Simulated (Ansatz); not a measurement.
This script for Ansatz 0.2.0 through its Python package starts 8 runs on Ge3H6, SMILES [GeH2]1[GeH2][GeH2]1. What input does the engine get in each?

Script `ge3h6_scan.py`:
```python
"""Stretching a bond of Ge3H6, the rest held rigid."""

import warnings

import ansatz as az
import numpy as np

warnings.simplefilter("ignore", az.DeckWarning)

mol = (
    az.Crystal.molecule()
    .atom("Ge", (-1.32081, 0.00349, -0.7061))
    .atom("Ge", (1.14003, 0.81069, -0.53741))
    .atom("Ge", (0.19035, -0.83747, 1.2284))
    .atom("H", (-1.13912, -0.2738, -2.24792))
    .atom("H", (-1.79702, 1.48365, -0.96469))
    .atom("H", (2.45792, -0.04407, -0.65383))
    .atom("H", (1.74344, 1.70334, 0.6135))
    .atom("H", (-0.32095, -2.31104, 0.9985))
    .atom("H", (-0.95383, -0.53478, 2.26957))
)

symbols = [site.symbol for site in mol.cartesian_sites]
start = np.array([site.position_ang for site in mol.cartesian_sites])
axis = (start[5] - start[1]) / np.linalg.norm(start[5] - start[1])
moving = [5]
lengths, energies = [1.34, 1.45, 1.58, 1.73, 1.97, 2.36, 2.84, 3.47], []
for length in lengths:
    xyz = start.copy()
    xyz[moving] += (length - np.linalg.norm(start[5] - start[1])) * axis
    point = az.Crystal.molecule()
    for symbol, place in zip(symbols, xyz):
        point = point.atom(symbol, place.tolist())
    model = (
        point.calculation()
        .basis(gaussian="def2-SVP")
        .functional("r2scan0")
        .scf(lower_state_search="standard")
    )
    rep = model.run(threads=1).report
    energies.append(rep["free_energy_ev"])
    print(f"r = {length:6.3f} A  E = {energies[-1]:.5f} eV  <S^2> = {abs(rep['mean_field']['state']['spin_squared']):.3f}")

print("energy above the lowest point (eV):", [round(e - min(energies), 3) for e in energies])
```

Run 1:
```yaml
crystal:
  periodic: [false, false, false]
  atoms:
    - { symbol: Ge, position_ang: [-1.32081, 0.00349, -0.7061] }
    - { symbol: Ge, position_ang: [1.14003, 0.81069, -0.53741] }
    - { symbol: Ge, position_ang: [0.19035, -0.83747, 1.2284] }
    - { symbol: H, position_ang: [-1.13912, -0.2738, -2.24792] }
    - { symbol: H, position_ang: [-1.79702, 1.48365, -0.96469] }
    - { symbol: H, position_ang: [2.261197177716796, 0.08352092152971152, -0.6364518645181232] }
    - { symbol: H, position_ang: [1.74344, 1.70334, 0.6135] }
    - { symbol: H, position_ang: [-0.32095, -2.31104, 0.9985] }
    - { symbol: H, position_ang: [-0.95383, -0.53478, 2.26957] }
basis:
  gaussian:
    orbitals: def2-SVP
hamiltonian:
  xc: r2scan0
scf:
  lower_state_search: standard
```

Run 2, against run 1:
```diff
-    - { symbol: H, position_ang: [2.261197177716796, 0.08352092152971152, -0.6364518645181232] }
+    - { symbol: H, position_ang: [2.3532332893204133, 0.02382793747618045, -0.6445821668293125] }
```

Run 3, against run 1:
```diff
-    - { symbol: H, position_ang: [2.261197177716796, 0.08352092152971152, -0.6364518645181232] }
+    - { symbol: H, position_ang: [2.4620032393974163, -0.04671831640526551, -0.6541907059243542] }
```

Run 4, against run 1:
```diff
-    - { symbol: H, position_ang: [2.261197177716796, 0.08352092152971152, -0.6364518645181232] }
+    - { symbol: H, position_ang: [2.5875070279478036, -0.12811784011462612, -0.6652774818032486] }
```

Run 5, against run 1:
```diff
-    - { symbol: H, position_ang: [2.261197177716796, 0.08352092152971152, -0.6364518645181232] }
+    - { symbol: H, position_ang: [2.788313089628424, -0.2583570780496032, -0.6830163232094796] }
```

Run 6, against run 1:
```diff
-    - { symbol: H, position_ang: [2.261197177716796, 0.08352092152971152, -0.6364518645181232] }
+    - { symbol: H, position_ang: [3.1146229398594314, -0.46999583969394076, -0.711841940494605] }
```

Run 7, against run 1:
```diff
-    - { symbol: H, position_ang: [2.261197177716796, 0.08352092152971152, -0.6364518645181232] }
+    - { symbol: H, position_ang: [3.516235063220672, -0.7304743155638949, -0.747319623307067] }
```

Run 8, against run 1:
```diff
-    - { symbol: H, position_ang: [2.261197177716796, 0.08352092152971152, -0.6364518645181232] }
+    - { symbol: H, position_ang: [4.0433509751323005, -1.0723523151432097, -0.7938840819984234] }
```

Output of `python ge3h6_scan.py`:
```text
r =  1.340 A  E = -169626.85878 eV  <S^2> = 0.000
r =  1.450 A  E = -169627.25884 eV  <S^2> = 0.000
r =  1.580 A  E = -169627.34786 eV  <S^2> = 0.000
r =  1.730 A  E = -169627.15434 eV  <S^2> = 0.000
r =  1.970 A  E = -169626.54884 eV  <S^2> = 0.000
r =  2.360 A  E = -169625.41924 eV  <S^2> = 0.000
r =  2.840 A  E = -169624.25694 eV  <S^2> = 0.000
r =  3.470 A  E = -169623.23774 eV  <S^2> = 0.000
energy above the lowest point (eV): [0.489, 0.089, 0.0, 0.194, 0.799, 1.929, 3.091, 4.11]
```

The settings weren't tested for convergence. The rest of the molecule is held rigid at a force-field or estimated start geometry, and the basis set is modest; single-reference methods fail as a bond breaks. The orbitals are restricted, so S² is zero by construction. Toward dissociation an unrestricted state can lie under the restricted one, by tenths of an eV for polar bonds under a functional and by 1 to 2 eV or more for others. Timing: 74 s on 1 thread of AMD EPYC 7B13 (Zen 3), on a shared host, peak memory 0.44 GiB.
